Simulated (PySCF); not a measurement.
# Si2H5ClO2 (SMILES O[SiH2]O[SiH2]Cl): levels of theory compared

We compute a comparison of 3 runs (MP2/ANO-RCC-MB, MP2/ANO-RCC-VDZ, MP2/ANO-RCC-VDZP) of Si2H5ClO2. Input form: a Python script.

The calculation is run with PySCF 2.14.0.

## Step 1: The molecule

Si2H5ClO2 has 10 atoms, charge 0, and is taken as a singlet. As SMILES, `O[SiH2]O[SiH2]Cl`. The coordinates come from a PBE0-D4/def2-TZVP relaxation. This is one conformer, not always the lowest.

Bond lengths: O1–Si2 1.635 Å, Si2–O3 1.644 Å, O3–Si4 1.618 Å, Si4–Cl5 2.064 Å, O1–H6 0.959 Å, Si2–H7 1.475 Å, Si2–H8 1.483 Å, Si4–H9 1.477 Å, Si4–H10 1.477 Å. Some angles: O1–Si2–O3 111.8°, Si2–O3–Si4 142.3°, O3–Si4–Cl5 109.5°, O1–Si2–H7 106.3°, O1–Si2–H8 111.2°, O3–Si2–H7 107.7°, O3–Si2–H8 107.3°, Si2–O1–H6 118.0°, O3–Si4–H9 110.8°, O3–Si4–H10 109.8°.

## Step 2: The energy at MP2/ANO-RCC-MB (sfX2C) (run 1)

start.xyz

```xyz
10
ClH5O2Si2
O     -1.085200    -1.598200     0.750600
Si     0.400800    -1.402600     0.097100
O      0.859700     0.175700     0.085000
Si     0.281600     1.676300    -0.096700
Cl    -1.585700     1.592800    -0.971800
H     -1.838600    -1.257200     0.264600
H      1.337600    -2.135700     0.969100
H      0.437200    -1.883100    -1.305800
H      0.115900     2.337600     1.213500
H      1.159600     2.443300    -1.002800
```

run.py

```python
from pyscf import gto, scf, mp

system = gto.M(
    atom='start.xyz',
    basis='ano-rcc-mb',
    charge=0,
    max_memory=1860,
    verbose=4,
)

hf = scf.RHF(system)
hf = hf.x2c()
hf.conv_tol = 1e-10
hf.kernel()
if not hf.converged:
    hf = hf.newton().run(hf.mo_coeff, hf.mo_occ)

pt = mp.MP2(hf, frozen=17).run()
e_tot = pt.e_tot
print('E(%s) = %.9f' % ('MP2', e_tot))
```

The run is started by

```console
$ OMP_NUM_THREADS=1 python run.py
```

Log:

```text
PySCF version 2.14.0

[... 68 lines left out ...]
converged SCF energy = -1192.5140147878
[... 1 line left out ...]
******** <class 'pyscf.mp.mp2.RMP2'> ********
nocc = 16, nmo = 25
frozen orbitals 17
E(RMP2) = -1192.66634265935  E_corr = -0.152327871545729
E(SCS-RMP2) = -1192.6730833954  E_corr = -0.159068607593154
E_corr(same-spin) = -0.0273748133789084
E_corr(oppo-spin) = -0.12495305816682
E(MP2) = -1192.666342659
```

Run time: 6.9 s. Hardware: 1 thread of Arm Neoverse V1, shared host; peak memory 0.16 GiB.

## Step 3: A single-point energy at MP2/ANO-RCC-VDZ (sfX2C) (run 2)

calc.py

```python
from pyscf import gto, scf, mp

system = gto.M(
    atom='''
O     -1.085200    -1.598200     0.750600
Si     0.400800    -1.402600     0.097100
O      0.859700     0.175700     0.085000
Si     0.281600     1.676300    -0.096700
Cl    -1.585700     1.592800    -0.971800
H     -1.838600    -1.257200     0.264600
H      1.337600    -2.135700     0.969100
H      0.437200    -1.883100    -1.305800
H      0.115900     2.337600     1.213500
H      1.159600     2.443300    -1.002800
''',
    verbose=3,
    charge=0,
    spin=0,
    max_memory=1860,
    basis='ano-rcc-vdz',
)

hf = scf.RHF(system)
hf = hf.sfx2c1e()
hf.conv_tol = 1e-10
hf.kernel()
if not hf.converged:
    hf = hf.newton().run(hf.mo_coeff, hf.mo_occ)

pt = mp.MP2(hf, frozen=17).run()
e_tot = pt.e_tot
print('Final energy', e_tot)
```

The run is started by

```console
$ OMP_NUM_THREADS=1 python calc.py
```

Log:

```text
converged SCF energy = -1192.7851258683
E(RMP2) = -1193.16959977333  E_corr = -0.384473905025425
E(SCS-RMP2) = -1193.16574907846  E_corr = -0.380623210159448
Final energy -1193.169599773327
```

Wall time 7.8 s (1 thread of Arm Neoverse V1, shared host); peak memory 0.17 GiB.

## Step 4: The energy at MP2/ANO-RCC-VDZP (sfX2C) (run 3)

geometry.xyz

```xyz
10
ClH5O2Si2
O     -1.085200    -1.598200     0.750600
Si     0.400800    -1.402600     0.097100
O      0.859700     0.175700     0.085000
Si     0.281600     1.676300    -0.096700
Cl    -1.585700     1.592800    -0.971800
H     -1.838600    -1.257200     0.264600
H      1.337600    -2.135700     0.969100
H      0.437200    -1.883100    -1.305800
H      0.115900     2.337600     1.213500
H      1.159600     2.443300    -1.002800
```

calc.py

```python
# O[SiH2]O[SiH2]Cl
from pyscf import gto, scf, mp

molecule = gto.M(
    atom='geometry.xyz',
    max_memory=1860,
    spin=0,
    basis='ano-rcc-vdzp',
    verbose=3,
)

mf = scf.RHF(molecule)
mf = mf.sfx2c1e()
mf.conv_tol = 1e-10
mf.kernel()
if not mf.converged:
    mf = mf.newton().run(mf.mo_coeff, mf.mo_occ)

pt = mp.MP2(mf, frozen=17).run()
energy = pt.e_tot
print('E = %.10f Eh' % energy)
```

The run is started by

```console
$ OMP_NUM_THREADS=1 python calc.py
```

Log:

```text
converged SCF energy = -1193.01447600718
E(RMP2) = -1193.73712893293  E_corr = -0.7226529257509
E(SCS-RMP2) = -1193.72253924673  E_corr = -0.708063239551784
E = -1193.7371289329 Eh
```

It took 38 s on 1 thread of Arm Neoverse V1, shared host; peak memory 0.35 GiB.

## Step 5: The series

| run | level | energy (Eh) | dipole moment (D) of the reference | HOMO energy (eV) | LUMO energy (eV) | wall time |
| --- | --- | --- | --- | --- | --- | --- |
| 1 | MP2/ANO-RCC-MB (sfX2C) | -1192.666343 | 1.52 | -12.55 | 4.33 | 6.9 s |
| 2 | MP2/ANO-RCC-VDZ (sfX2C) | -1193.169600 | 1.76 | -12.44 | 2.41 | 7.8 s |
| 3 | MP2/ANO-RCC-VDZP (sfX2C) | -1193.737129 | 0.89 | -12.28 | 2.57 | 38 s |

## Step 6: What came out

```
                                           quantity           value
                                run 3: total energy  -1193.73713 Eh
        run 3: dipole moment (Hartree–Fock density)          0.89 D
         run 3: HOMO energy (Hartree–Fock orbitals)       -12.28 eV
         run 3: LUMO energy (Hartree–Fock orbitals)         2.57 eV
       run 3: HOMO–LUMO gap (Hartree–Fock orbitals)        14.85 eV
run 3: correlation energy (17 core orbitals frozen)      -722.7 mEh
```

In run 1 the basis is minimal, so the values are rough. All runs together took 52 s, the longest 38 s.
